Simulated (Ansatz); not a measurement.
# Sb: the cost of one run

Method: DFT PBE with spin–orbit coupling, plane waves, PAW (the target; the first runs use scalar-relativistic PBE), in Ansatz 0.2.0.

**1. The system as given**

The structure is trigonal, space group R-3m (No. 166). Conventional cell: a = 4.222 Å, b = 4.222 Å, c = 11.742 Å, α = 90.00°, β = 90.00°, γ = 120.00°. Sb (site symmetry 3m) is surrounded by 3 Sb at 2.83 Å.

Structure file:

```
Sb
1.0
     2.11077    1.21865    3.91417
    -2.11077    1.21865    3.91417
     0.00000   -2.43731    3.91417
Sb
2
Direct
  0.22754 0.22754 0.22754
  0.77246 0.77246 0.77246
```

**2. Relaxing cell and atoms (PBE, 6×6×6 mesh)**

Input file input.yaml:

```yaml
crystal:
  lattice:
    - [2.1107707375, 1.2186540535, 3.9141663933]
    - [-2.1107707375, 1.2186540535, 3.9141663933]
    - [0.0, -2.437308107, 3.9141663933]
  atoms:
    - { symbol: Sb, position: [0.22754, 0.22754, 0.22754] }
    - { symbol: Sb, position: [0.77246, 0.77246, 0.77246] }
basis:
  ecutwfc: 420
  ecutrho_ratio: 4
kpoints:
  mp_grid: { grid: [6, 6, 6] }
hamiltonian:
  xc: pbe
scf:
  occupations: { method: gaussian, width: 0.05 }
output:
  forces: true
  stress: true
  eigenvalues: true
relax:
  f_tol: 0.03
  max_steps: 60
  cell: { stress_tol: 0.6 }
```

**Question.** How long does this run take on 4 threads of an Arm CPU, shared host, and how much memory does it need?

About 3 s, with a peak of 0.37 GiB.
